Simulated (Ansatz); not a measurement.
# CH7AlSSi: the cost of one run

Program: Ansatz 0.2.0. Level of theory: UKS PBE-D4/def2-SVP. These are calculated values, not measurements.

## Step 1: The structure to begin with

Bond lengths: C1–Al2 1.925 Å, Al2–S3 2.235 Å, S3–Si4 2.177 Å, C1–H5 1.152 Å, C1–H6 1.133 Å, C1–H7 1.135 Å, Al2–H8 1.565 Å, Si4–H9 1.491 Å, Si4–H10 1.399 Å, Si4–H11 1.485 Å. Angles (14 of 16 angles, heavy atoms first): C1–Al2–S3 119.0°, Al2–S3–Si4 95.1°, C1–Al2–H8 121.7°, S3–Al2–H8 119.3°, Al2–C1–H5 111.4°, Al2–C1–H6 113.5°, Al2–C1–H7 111.9°, S3–Si4–H9 105.3°, S3–Si4–H10 110.9°, S3–Si4–H11 106.0°, H5–C1–H6 106.8°, H5–C1–H7 106.6°, H6–C1–H7 106.3°, H9–Si4–H10 112.1°.

As a file:

```xyz
11

C    -1.8561    0.7985    0.4437
Al   -0.7709   -0.7782    0.6454
S     1.3397   -0.5566    1.3474
Si    2.1709   -0.2412   -0.6403
H    -2.9029    0.5387    0.0382
H    -2.0125    1.3670    1.4109
H    -1.3995    1.5365   -0.2885
H    -1.3034   -2.1979    0.2581
H     1.4626    0.9557   -1.1767
H     3.5550   -0.0492   -0.5765
H     1.7824   -1.4303   -1.4411
```

## Step 2: End point A

input.yaml

```yaml
crystal:
  periodic: [false, false, false]
  atoms:
    - { symbol: C, position_ang: [-1.8561, 0.7985, 0.4437] }
    - { symbol: Al, position_ang: [-0.7709, -0.7782, 0.6454] }
    - { symbol: S, position_ang: [1.3397, -0.5566, 1.3474] }
    - { symbol: Si, position_ang: [2.1709, -0.2412, -0.6403] }
    - { symbol: H, position_ang: [-2.9029, 0.5387, 0.0382] }
    - { symbol: H, position_ang: [-2.0125, 1.367, 1.4109] }
    - { symbol: H, position_ang: [-1.3995, 1.5365, -0.2885] }
    - { symbol: H, position_ang: [-1.3034, -2.1979, 0.2581] }
    - { symbol: H, position_ang: [1.4626, 0.9557, -1.1767] }
    - { symbol: H, position_ang: [3.555, -0.0492, -0.5765] }
    - { symbol: H, position_ang: [1.7824, -1.4303, -1.4411] }
magnetization:
  spin_polarized: true
basis:
  gaussian: { orbitals: def2-SVP }
hamiltonian:
  xc: pbe
  dispersion: d4
relax:
  f_tol: 0.02
  max_steps: 50
```

Launch:

```console
> ansatz run input.yaml --threads 2 --pin off --max-ram 3072MiB --backend cpu --events-out ev --progress --plain --runs-dir out
```

What time and memory should one allow on 2 threads of Intel Xeon 6975P-C (Granite Rapids), shared host?

About 56 s, with a peak of 0.2 GiB.
